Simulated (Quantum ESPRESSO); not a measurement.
**Cd2GeP2: single point with PBE**

Crystal: Cd2GeP2.

```xyz
5
Lattice="4.0523 0.0000 0.0000 -2.0261 3.5094 0.0000 0.0000 0.0000 7.1658" Properties=species:S:1:pos:R:3 pbc="T T T"
Cd    2.0261    1.1698    4.4197
Cd    0.0000    2.3396    2.7461
Ge    0.0000    0.0000    0.0000
P     2.0261    1.1698    1.9958
P     0.0000    2.3396    5.1700
```

The cell was built by a generator and needn't be a form met in nature.

```yaml
Program: Quantum ESPRESSO 7.5
Task: single point
Functional: PBE
Potentials_or_basis: SSSP 1.3 efficiency PBE
Cutoff: 816 eV
Density_cutoff: 6531 eV
k_mesh: 8 × 8 × 4
Occupations: fermi-dirac, width 0.05 eV
Spin: no spin polarisation
```

```
Pressure               : 14.3 GPa
Largest force          : 3.954 eV/Å
Band gap on the k mesh : none (metal or under the smearing width)
```

Forces on the atoms (eV/Å):
```
Cd   0.000  0.000  1.956
Cd   0.000  0.000 -1.956
Ge   0.000  0.000  0.000
P    0.000  0.000 -3.954
P    0.000  0.000  3.954
```

Stress tensor (GPa, compression positive):
```
14.63  0.00  0.00
 0.00 14.63  0.00
 0.00  0.00 13.56
```

Levels at points of the mesh, in eV from the Fermi level:
| k point | band 20 | band 21 | band 22 | band 23 | band 24 | band 25 | band 26 | band 27 | band 28 | band 29 |
| --- | --- | --- | --- | --- | --- | --- | --- | --- | --- | --- |
| (0.00, 0.00, 0.00) | -1.15 | -1.02 | -1.02 | -0.32 | -0.32 | 1.32 | 1.87 | 1.87 | 2.91 | 3.57 |
| (0.00, 0.00, -0.50) | -1.04 | -1.04 | -0.03 | -0.03 | 0.57 | 0.57 | 1.20 | 1.20 | 1.72 | 4.56 |
| (0.00, -0.50, 0.00) | -4.87 | -4.44 | -3.26 | -1.04 | -1.00 | 0.21 | 1.11 | 1.89 | 1.95 | 4.85 |
| (0.00, -0.50, -0.50) | -3.85 | -2.91 | -2.75 | -2.41 | -1.84 | -0.23 | 1.21 | 2.07 | 3.01 | 3.54 |

Wall time 2.5 min on 1 thread of Intel(R) Xeon(R) Platinum 8488C (Sapphire Rapids), on a shared host, peak memory 0.57 GiB.

Caveat: forces of over 1 eV/Å show positions far from the minimum, so gaps and moduli don't describe the material at rest.
